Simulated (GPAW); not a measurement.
Crystal: IrPt3.

```
Pt Ir
1.0
     3.95125    0.00000    0.00000
     0.00000    3.95125    0.00000
     0.00000    0.00000    3.95125
Pt Ir
3 1
Direct
  0.50000 0.50000 0.00000
  0.50000 0.00000 0.50000
  0.00000 0.50000 0.50000
  0.00000 0.00000 0.00000
```

The cell comes from a database or a generator and needn't be the stable form of this composition.

- Program: GPAW 26.7.0
- Task: relaxation of cell and atoms
- Functional: PBEsol
- Dispersion: D4
- Potentials or basis: PAW data sets generated in the run's folder for this functional
- Cutoff: 600 eV
- Basis: pw
- k mesh: 6 × 6 × 6
- Occupations: fermi-dirac, width 0.05 eV
- Spin: no spin polarisation

At the start: pressure -16.2 GPa; volume 15.42 Å³/atom.

Question: How do energy, volume and symmetry change on relaxing?

Answer: Over 4 steps the energy falls by 47.0 meV/atom and the volume is 14.55 Å³/atom (-5.6 %); space group Pm-3m (No. 221, to 0.05 Å).

The path:
```csv
step,energy change (eV),largest force (eV/Å),pressure (GPa),volume (Å³)
1,0.0000,0.0000,-16.20,61.69
2,-0.0905,0.0000,-12.08,60.67
3,-0.1870,0.0000,1.42,57.94
4,-0.1881,0.0000,-0.10,58.21
```

Final structure:
```
Pt Ir
1.0
     3.87550    0.00000    0.00000
     0.00000    3.87550    0.00000
     0.00000    0.00000    3.87550
Pt Ir
3 1
Direct
  0.50000 0.50000 0.00000
  0.50000 0.00000 0.50000
  0.00000 0.50000 0.50000
  0.00000 0.00000 0.00000
```

Caveat: later steps reuse the first step's grids; pairwise dispersion overbinds metals, which lowers pressure and volume.
